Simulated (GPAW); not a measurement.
# Cd2S (P3m1) in GPAW: single point with PBE

Aim: the single point of Cd2S with PBE.

Everything below comes from runs of GPAW 26.7.0. Logs are shortened: lines on timing, memory, paths and dates and some standing lists are left out, and cuts for length are marked. The log counts tension as positive stress, the text compression.

### Step 1. The crystal as given

It takes space group P3m1 (No. 156, trigonal). The conventional cell has a = 3.963 Å, b = 3.963 Å, c = 5.809 Å, α = 90.00°, β = 90.00°, γ = 120.00°. Cd (site symmetry 3m) has 1 S at 2.52 Å as nearest neighbours. Cd (site symmetry 3m) has 3 S at 2.60 Å as nearest neighbours. S (site symmetry 3m) has 4 Cd at 2.52 to 2.60 Å as nearest neighbours.

The cell comes from a database or a generator and needn't be the stable form of this composition.

### Step 2. Single point, PBE

Input file run.py:

```python
from ase import Atoms
from ase.dft.bandgap import bandgap
from ase.io import write
from ase.units import GPa
from gpaw import GPAW, PW

atoms = Atoms(['Cd', 'Cd', 'S'],
              cell=[[3.962670049, 0.0, 0.0],
                    [-1.9813350245, 3.4317729293, 0.0],
                    [0.0, 0.0, 5.809192]],
              scaled_positions=[[0.3333333333, 0.6666666667, 0.932717],
                                [0.6666666667, 0.3333333333, 0.578735],
                                [0.3333333333, 0.6666666667, 0.365705]],
              pbc=True)

calc = GPAW(mode=PW(450),
            xc='PBE',
            kpts={'size': (6, 6, 4), 'gamma': True},
            occupations={'name': 'fermi-dirac', 'width': 0.05},
            nbands=26,
            maxiter=120,
            txt='gpaw.txt')
atoms.calc = calc
energy = atoms.get_potential_energy()
forces = atoms.get_forces()
stress = atoms.get_stress()
calc.write('gs.gpw')
write('result.traj', atoms)
print(f'Energy: {energy:.6f} eV')
print('Forces (eV/A):')
print(forces.round(4))
print('Stress (GPa):', (stress / GPa).round(3))
print('Fermi level:', round(calc.get_fermi_level(), 4), 'eV')
print(f'Gap: {bandgap(calc)[0]:.4f} eV, direct: {bandgap(calc, direct=True)[0]:.4f} eV')
```

Potentials or basis: GPAW PAW data sets (gpaw-data 1.2.1), pw.

Command:

```console
OMP_NUM_THREADS=1 python run.py
```

gpaw.txt:

```text
__  _  _
 | _ |_)|_||  |
 |__||  | ||/\| - 26.7.0

Input parameters:
  mode=PW(ecut=450.00000000000006),
  kpts=MonkhorstPack(size=(6, 6, 4), gamma=True),
  maxiter=120,
  nbands=26,
  occupations=Occupations(name='fermi-dirac', width=0.05),
  xc=XC(name='PBE')

Diagonalizing LCAO Hamiltonian
Converting LCAO to pw mode

        Cd

            Cd
        S

Atoms  # Å, Bohr magnetons
|   | symbol |         x |        y |        z |    initial magnetic moments |
|---|--------|-----------|----------|----------|-----------------------------|
| 0 |     Cd | -0.000000 | 2.287849 | 5.418332 | ( 0.0000,  0.0000,  0.0000) |
| 1 |     Cd |  1.981335 | 1.143924 | 3.361983 | ( 0.0000,  0.0000,  0.0000) |
| 2 |      S | -0.000000 | 2.287849 | 2.124451 | ( 0.0000,  0.0000,  0.0000) |

Unit cell  # Å
| periodic |         x |        y |        z |  lengths |     angles |
|----------|-----------|----------|----------|----------|------------|
|      yes |  3.962670 | 0.000000 | 0.000000 | 3.962670 |  90.000000 |
|      yes | -1.981335 | 3.431773 | 0.000000 | 3.962670 |  90.000000 |
|      yes |  0.000000 | 0.000000 | 5.809192 | 5.809192 | 120.000000 |

Number of symmetries: 6
Symmetry operations  # r_c * U_cc + t_c -> r_c
|   | kind |            matrix            |
|---|------|------------------------------|
| 0 |  σ   |  1, 1, 0,  0,-1, 0,  0, 0, 1 |
| 1 |  E   |  1, 0, 0,  0, 1, 0,  0, 0, 1 |
| 2 |  C3  |  0, 1, 0, -1,-1, 0,  0, 0, 1 |
| 3 |  σ   |  0,-1, 0, -1, 0, 0,  0, 0, 1 |
| 4 |  σ   | -1, 0, 0,  1, 1, 0,  0, 0, 1 |
| 5 |  C3  | -1,-1, 0,  1, 0, 0,  0, 0, 1 |

BZ-sampling:
  Number of BZ points: 144
  Number of IBZ points: 24

  Monkhorst-Pack size: [6, 6, 4]
  Monkhorst-Pack shift: [0.08333333333333333, 0.08333333333333333, 0.125]

K-points  # in reciprocal-cell coordinates
|     |                                coordinates |     weight |
|-----|--------------------------------------------|------------|
|   0 | (  0.00000000,   0.00000000,   0.00000000) | 0.00694444 |
|   1 | (  0.00000000,   0.00000000,   0.25000000) | 0.01388889 |
|   2 | (  0.00000000,   0.00000000,   0.50000000) | 0.00694444 |
|   3 | (  0.16666667,   0.00000000,  -0.25000000) | 0.04166667 |
|   4 | (  0.16666667,   0.00000000,   0.00000000) | 0.04166667 |
|   5 | (  0.16666667,   0.00000000,   0.25000000) | 0.04166667 |
|   6 | (  0.16666667,   0.00000000,   0.50000000) | 0.04166667 |
|   7 | (  0.33333333,  -0.16666667,   0.00000000) | 0.04166667 |
|   8 | (  0.33333333,  -0.16666667,   0.25000000) | 0.08333333 |
|   9 | (  0.33333333,  -0.16666667,   0.50000000) | 0.04166667 |
| ... |                                            |            |
|  23 | (  0.50000000,   0.50000000,   0.50000000) | 0.02083333 |

Plane wave coefficients: 1731
Cutoff: 450.00000000000006 eV

Spin-components: 1 (collinear spins)
Bands:           26
Projectors:      17
Spin-degeneracy: 2
Datatype:        complex128

Parallelization:
  kpt:    1
  domain: 1
  band:   1

Density:
  Valence electrons: 30.0
  Components: 1
  Grid points: [20 20 30]
  Charge: 0.0  # |e|

Potential:
  Grid points: [20 20 30]

species:
  Cd:
    name:    Cadmium
    Z:       48.0
    valence: 12
    core:    36
    charge:  0.0  # [|e|]
    compensation charges:
      type: gauss
      rc: 0.38  # [Å]
      lmax: 2
    cutoffs:
      filter: 2.12  # [Å]
      core: 2.62  # [Å]
    projectors
    | kind |    occ | energy [eV] | rcut [Å] |
    |------|--------|-------------|----------|
    |   5s |  2.000 |      -5.655 |    1.191 |
    |   5p |  0.000 |      -1.186 |    1.228 |
    |   4d | 10.000 |     -11.739 |    1.164 |
    |    s |        |      21.556 |    1.191 |
    |    p |        |      26.026 |    1.228 |
    |    d |        |      15.473 |    1.164 |

    Using partial waves for Cd as LCAO basis

  S:
    name:    Sulfur
    Z:       16.0
    valence: 6
    core:    10
    charge:  0.0  # [|e|]
    compensation charges:
      type: gauss
      rc: 0.24  # [Å]
      lmax: 2
    cutoffs:
      filter: 1.77  # [Å]
      core: 1.66  # [Å]
    projectors
    | kind |    occ | energy [eV] | rcut [Å] |
    |------|--------|-------------|----------|
    |   3s |  2.000 |     -17.254 |    0.974 |
    |   3p |  4.000 |      -7.008 |    0.979 |
    |    s |        |       9.957 |    0.974 |
    |    p |        |      20.203 |    0.979 |
    |    d |        |       0.000 |    0.900 |

    Using partial waves for S as LCAO basis

Reference energy: -315203.856570  # eV

eigensolver:
  PPCG
  Converge bands: occupied
  niter=2

density mixing:
  MSR1-Mixer
  Pratt-step length: 0.05
  Maximum mixing coefficient: 0.75
  Old densities: 10
  SVD Regularization: 0.005
  Good broyden scale: 1.0
  Trust region scale: 1.0
  Backstep threshold: 4.0
  History deletion threshold: 6.0
  Fourier metric: weight=20.0, sigma=0.015

occupation numbers:
  Fermi-Dirac:
    width: 0.0500  # eV

poisson solver:
  ecut: 3600.0000000000005  # eV

xc functional:
  name: PBE with 2 nearest neighbor stencil

convergence criteria:
- Maximum [total energy] change in last 3 cyles: 0.0005 eV / valence electron
- Maximum integral of absolute [dens]ity change: 0.0001 electrons / valence electron
- Maximum integral of absolute [eigenst]ate change: 4e-08 eV^2 / valence electron
maximum number of iterations: 120

SCF iterations
|iter     | |      energy | eigst |  dens |
|---------|-|-------------|-------|-------|
|iter:   1| |   -7.312114 | -0.57 |       |
|iter:   2| |   -7.108476 | -2.32 | -1.24 |
|iter:   3| |   -6.544953 | -1.65 | -1.29 |
|iter:   4| |   -6.541290 | -3.43 | -1.76 |
|iter:   5| |   -6.540449c| -3.89 | -2.09 |
|iter:   6| |   -6.540267c| -4.79 | -2.95 |
|iter:   7| |   -6.540275c| -5.95 | -3.38 |
|iter:   8| |   -6.540278c| -6.59 | -3.79 |
|iter:   9| |   -6.540278c| -7.99c| -4.37c|

Converged in 9 steps
Energy contributions relative to reference atoms: (reference = -315203.856570)

Energy contributions:
  Kinetic:          19.992111
  Coulomb:         -17.609600
  Zero:              0.290336
  External:          0.000000
  Xc:               -9.211122
  Entropy:          -0.004007
  Spinorbit:         0.000000
  ----------------------------
  Free energy:      -6.542281
  Extrapolated:     -6.540278

dipole moment: (-0.996843, 0.575506, 11.102986)  # |e|*Ang

Fermi level: 4.332
Eigenvalues  # (at kpt = [0.000, 0.000, 0.000])
| band index |      eig [eV] | occ [0-2] |
|------------|---------------|-----------|
|          0 |        -8.554 |     2.000 |
|        ... |               |           |
|          7 |        -3.861 |     2.000 |
|          8 |        -3.861 |     2.000 |
|          9 |        -3.501 |     2.000 |
|         10 |        -3.501 |     2.000 |
|         11 |        -0.355 |     2.000 |
|         12 |         0.423 |     2.000 |
[... 8 lines left out ...]
|         21 |        14.014 |     0.000 |
|         22 |        14.500 |     0.000 |
|        ... |               |           |
|         25 |        15.556 |     0.000 |

Gap: 0.103 eV
Transition (v -> c):
  (s=0, k=15, n=14, [0.33, 0.33, 0.25]) -> (s=0, k=22, n=15, [0.50, 0.50, 0.25])
Direct/indirect transitions are different
Direct gap: 0.471 eV
Transition at: (s=0, k=15, n=14, [0.33, 0.33, 0.25])

Forces  # eV/Ang
|        x |        y |        z |
|----------|----------|----------|
|  0.00000 | -0.00000 |  0.04223 |  # Cd   0
|  0.00000 |  0.00000 | -0.05470 |  # Cd   1
| -0.00000 |  0.00000 |  0.01188 |  # S    2

Stress tensor  # eV/Ang^3
|        x |        y |        z |
|----------|----------|----------|
| 0.008905 | 0.000000 | 0.000000 |
| 0.000000 | 0.008905 | 0.000000 |
| 0.000000 | 0.000000 | 0.009647 |

# Writing to gs.gpw (mode='')
```

It took 15 s on 1 thread of Arm Neoverse V2, shared host; peak memory 0.16 GiB.

Results:

```yaml
Free_energy: -6.5423 eV
Pressure: -1.5 GPa
Largest_force: 0.055 eV/Å
Band_gap_on_the_k_mesh: 0.10 eV, indirect (least direct gap 0.47 eV)
```

Forces in eV/Å, atoms in the order of the input:
```
Cd   0.000  0.000  0.042
Cd   0.000  0.000 -0.055
S    0.000  0.000  0.012
```

Levels at points of the mesh, in eV from the valence-band top:
| k point | band 11 | band 12 | band 13 | band 14 | band 15 | band 16 | band 17 | band 18 | band 19 | band 20 |
| --- | --- | --- | --- | --- | --- | --- | --- | --- | --- | --- |
| (0.00, 0.00, 0.00) | -7.79 | -4.65 | -3.87 | -0.91 | -0.91 | 3.01 | 4.84 | 6.59 | 6.59 | 8.05 |
| (0.00, 0.00, 0.50) | -7.81 | -6.11 | -0.83 | -0.83 | -0.40 | 0.97 | 4.55 | 6.16 | 6.16 | 7.71 |
| (0.50, 0.50, 0.00) | -7.64 | -4.63 | -3.18 | -1.78 | -1.43 | 0.37 | 2.99 | 4.55 | 5.59 | 7.22 |
| (0.50, 0.50, 0.50) | -7.65 | -4.23 | -3.90 | -1.57 | -1.16 | 1.38 | 3.18 | 4.26 | 5.46 | 6.12 |

Caveat: the cutoff is short for stress and forces, so pressures can be off by a GPa or more. A k mesh can miss the band edges.
